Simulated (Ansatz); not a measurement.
# Ti: pressure up to the limit of the methods

One table from this session's results is given with a row withheld; the runs are named, their logs left out.

Program: Ansatz 0.2.0. Level of theory: DFT, LDA, PAW with Ansatz's default frozen-core files, scalar-relativistic. These are calculated values, not measurements.

### Starting point

The structure is hexagonal, space group P6_3/mmc (No. 194). The conventional cell has a = 2.931 Å, b = 2.931 Å, c = 4.749 Å, α = 90.00°, β = 90.00°, γ = 120.00°. Ti (site symmetry -6m2) has 12 Ti at 2.92 to 2.93 Å as nearest neighbours.

As a file:

```xyz
2
Lattice="2.9314 0.0000 0.0000 -1.4657 2.5387 0.0000 0.0000 0.0000 4.7489" Properties=species:S:1:pos:R:3 pbc="T T T"
Ti    0.0000    1.6924    1.1872
Ti    1.4657    0.8462    3.5616
```

Whether this phase is the stable one at these pressures isn't tested.

Atoms are numbered in the order of the input: Ti1, Ti2.

Set-up of the first run:

File input.yaml:

```yaml
crystal:
  lattice:
    - [2.9313902092, 0.0, 0.0]
    - [-1.4656951046, 2.5386583896, 0.0]
    - [0.0, 0.0, 4.7488521389]
  atoms:
    - { symbol: Ti, position: [0.3333333333, 0.6666666667, 0.25] }
    - { symbol: Ti, position: [0.6666666667, 0.3333333333, 0.75] }
kpoints:
  mp_grid: { grid: [15, 15, 8] }
scf:
  occupations: { method: fermi_dirac, width: 0.05 }
hamiltonian:
  xc: lda
  pseudopotentials: { kind: paw }
output:
  forces: true
  stress: true
  write_density: true
  write_potential: true
  elf: true
  volumetric_format: npy
relax:
  f_tol: 0.005
  max_steps: 40
  cell: {}
```

Run with:

```bash
ansatz run input.yaml --threads 1 --pin off --max-ram 2048MiB --backend cpu --events-out ev --progress --plain --runs-dir out
```

Steps of the session up to this table: Cell relaxed at zero pressure, PAW; Volume scaled by 1, PAW; Shape and atoms relaxed at 0.94 of the volume, PAW; Volume scaled by 0.94, PAW; Shape and atoms relaxed at 0.88 of the volume, PAW; Volume scaled by 0.88, PAW; Shape and atoms relaxed at 0.8 of the volume, PAW; Volume scaled by 0.8, PAW; Volume scaled by 0.8, PAW (cutoff 300 eV); Shape and atoms relaxed at 0.72 of the volume, PAW; Volume scaled by 0.72, PAW; Shape and atoms relaxed at 0.64 of the volume, PAW; More of the same log: shape and atoms relaxed at 0.64 of the volume; Volume scaled by 0.64, PAW; Shape and atoms relaxed at 0.55 of the volume, PAW; Volume scaled by 0.55, PAW; Shape and atoms relaxed at 0.45 of the volume, PAW; More of the same log: shape and atoms relaxed at 0.45 of the volume; Volume scaled by 0.45, PAW; Volume scaled by 0.45, PAW (partial_waves polarizable).

One of the session's tables, all rows but one given; the rest of the session is left out.

| method | volume over the first | volume (Å³/atom) | pressure (GPa) |
| --- | --- | --- | --- |
| PAW | 1 | 16.108 | -0.04 |
| PAW | 0.94 | 15.142 | 8.66 |
| PAW | 0.88 | 14.175 | 20.02 |
| PAW | 0.8 | 12.887 | 40.39 |
| PAW | 0.72 | 11.598 | 68.08 |
| PAW | 0.64 | 10.309 | 102.80 |
| PAW | 0.55 | 8.859 | 175.74 |
| PAW | 0.45 | 7.249 | 324.04 |
| PAW (cutoff 300 eV) | 0.8 | ? | ? |
| PAW (partial_waves polarizable) | 0.45 | 7.249 | 324.04 |

**Question.** Estimate the row for PAW (cutoff 300 eV), 0.8.

The run gave: volume (Å³/atom): 12.887; pressure (GPa): 39.43.

To keep in mind: Warnings in the runs' records: cutoff below recommended.
